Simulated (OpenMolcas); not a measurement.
# Er³⁺ among point charges: CASSCF levels and susceptibility

Aim: the splitting of the states of Er³⁺ in the field of 8 point charges, its lowest levels with spin-orbit coupling and its magnetic susceptibility.

Program: OpenMolcas 26.06. Level of theory: state-averaged CASSCF, spin-orbit coupling by RASSI with atomic mean-field integrals. These are calculated values, not measurements, unless marked.

**1. The atom as given**

| Property | Result |
| --- | --- |
| Species | Er³⁺ (erbium, Z = 68, 65 electrons) |
| Basis | ANO-RCC-VDZP [7s6p4d2f1g], 68 functions |
| Scalar Hamiltonian | DKH2, point nucleus |
| Inactive shells | 1s 2s 2p 3s 3p 3d 4s 4p 4d 5s 5p |
| Active space | 11 electrons in 7 orbitals (4f) |
| Some configurations of this space | 4f¹¹ |
| Orbitals | optimised for the highest spin of each parity, averaged over all roots |

The outer shells:

4f11
```
4f [↑↓][↑↓][↑↓][↑↓][↑ ][↑ ][↑ ]
```

The ion sits among 8 point charges of -0.5 e arranged as a hexagonal bipyramid (D6h), 2.6 Å from the ion, with the axial distance 2.548 Å.

The work runs as a chain of OpenMolcas steps in one folder; each step below is one input file. Labels, J, g values, rates, χT and fits are worked out afterwards by a script from the matrices that RASSI stores. The input lists half of the charges; inversion (Group=XYZ) makes the rest.

**2. GATEWAY and SEWARD: basis and integrals**

a.inp reads:

```
&GATEWAY
Coord
1

Er 0.0 0.0 0.0
Basis=ANO-RCC-VDZP
Group=XYZ
NoMove
AngMom=0.0 0.0 0.0
AMFI
XField
4 Angstrom 0
2.600000 0.000000 0.000000 -0.500000
1.300000 2.251666 0.000000 -0.500000
1.300000 -2.251666 0.000000 -0.500000
0.000000 0.000000 2.548000 -0.500000
&SEWARD
```

On the command line:

```
> OMP_NUM_THREADS=1 MOLCAS_MEM=2252 MOLCAS_PROJECT=a pymolcas a.inp > a.log
```

**3. Reference wave functions, quartets of odd parity, 35 roots**

a.inp reads:

```
&RASSCF
FileOrb=start.orb
Symmetry=2
Spin=4
nActEl=11 0 0
Inactive=15 12
Ras2=0 7
CIRoot=35 35 1
SDav=35
CIMx=300
Iter=120 100
PrWF=0.3
OrbListing=Nothing
MaxOrb=0
>>> COPY $Project.JobIph JOB001
```

start.orb holds the contracted functions of the basis, ordered by shell, or the orbitals of the step before.

**4. CASSCF: doublets of odd parity, 112 roots**

a.inp reads:

```
&RASSCF
FileOrb=start.orb
Symmetry=2
Spin=2
nActEl=11 0 0
Inactive=15 12
Ras2=0 7
CIRoot=112 112 1
SDav=112
CIMx=300
Iter=120 100
PrWF=0.3
OrbListing=Nothing
MaxOrb=0
CIOnly
>>> COPY $Project.JobIph JOB002
```

**5. RASSI: spin-orbit coupling between the states**

a.inp reads:

```
&RASSI
NrOfJobIphs=2 30 73
1 2 3 4 5 6 7 8 9 10 11 12 13 14 15 16 17 18 19 20 21 22 23 24 25 26 27
28 29 30
1 2 3 4 5 6 7 8 9 10 11 12 13 14 15 16 17 18 19 20 21 22 23 24 25 26 27
28 29 30 31 32 33 34 35 36 37 38 39 40 41 42 43 44 45 46 47 48 49 50 51
52 53 54 55 56 57 58 59 60 61 62 63 64 65 66 67 68 69 70 71 72 73
IphNames
JOB001
JOB002
EJob
SpinOrbit
DIPRint=1.0
SOCoupling=1000.0
Subsets=2
Property=9
'ANGMOM' 1 'ANGMOM' 2 'ANGMOM' 3 'MLTPL  1' 1 'MLTPL  1' 2 'MLTPL  1' 3
'AMFI' 1 'AMFI' 2 'AMFI' 3
SOProperty=3
'ANGMOM' 1 'ANGMOM' 2 'ANGMOM' 3
```

Q: Predict the outcome of this session. Wanted: spin-free ground state; first state of the same spin within the active space; lowest level; next level.

The runs gave:

| quantity | value |
| --- | --- |
| method | CASSCF |
| spin-free ground state | quartet, 2-fold in its orbital part |
| first state of the same spin within the active space | quartet at 15.7 cm⁻¹ |
| lowest level | 2-fold, g = 0.20, 0.20, 15.54 |
| next level | 11.2 cm⁻¹ |
| χT at 300 K | 11.43 cm³ K/mol |
| effective moment at 300 K | 9.56 μB |

**Reading.** The spin-free ground state (quartet) comes to 100 % from free-ion I terms and keeps the highest spin of the shell. The doublets rest on orbitals optimised for another spin in at least one step, which raises them against the optimised states. Not all states of the active space went into the spin-orbit step. High states of lower spin are left out of the spin-orbit mixing, and CASSCF puts spin-flip levels too high. This is an electrostatic model: the charges have no orbitals.
